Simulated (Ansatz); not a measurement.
# Os (Os, dhcp): the cost of one run

Computed with Ansatz 0.2.0 (DFT PBEsol, plane waves (420 eV) with PAW, scalar-relativistic; PBE-made PAW files, unless a step says otherwise).

### 1 The structure to begin with

The structure is hexagonal, space group P6_3/mmc (No. 194). The conventional cell has a = 2.705 Å, b = 2.705 Å, c = 8.834 Å, α = 90.00°, β = 90.00°, γ = 120.00°. Os (site symmetry -3m) is surrounded by 12 Os at 2.70 Å. Os (site symmetry -6m2) is surrounded by 12 Os at 2.70 Å.

Coordinates:

```xyz
4
Lattice="2.7047 0.0000 0.0000 -1.3524 2.3424 0.0000 0.0000 0.0000 8.8337" Properties=species:S:1:pos:R:3 pbc="T T T"
Os    0.0000    0.0000    0.0000
Os    0.0000    0.0000    4.4168
Os    0.0000    1.5616    2.2084
Os    1.3524    0.7808    6.6253
```

### 2 Relaxation of the cell

Contents of input.yaml:

```yaml
crystal:
  lattice:
    - [2.7047363762, 0.0, 0.0]
    - [-1.3523681881, 2.3423704123, 0.0]
    - [0.0, 0.0, 8.8336690046]
  atoms:
    - { symbol: Os, position: [0.0, 0.0, 0.0] }
    - { symbol: Os, position: [0.0, 0.0, 0.5] }
    - { symbol: Os, position: [0.3333333333, 0.6666666667, 0.25] }
    - { symbol: Os, position: [0.6666666667, 0.3333333333, 0.75] }
hamiltonian:
  xc: pbesol
  pseudopotentials:
    kind: paw
    azcp:
      Os: "pseudopotentials/Os.paw.azcp"
basis:
  ecutwfc: 420
  fft_grid_basis: typed
kpoints:
  mp_grid: { grid: [13, 13, 4], shift: [0, 0, 0] }
magnetization:
  spin_polarized: false
scf:
  occupations: { method: fermi_dirac, width: 0.1 }
relax:
  max_steps: 60
  f_tol: 0.01
  cell: {}
```

**Question.** How long does this run take on 2 threads of an Arm CPU, shared host, and how much memory does it need?

About 14 s, with a peak of 0.39 GiB.
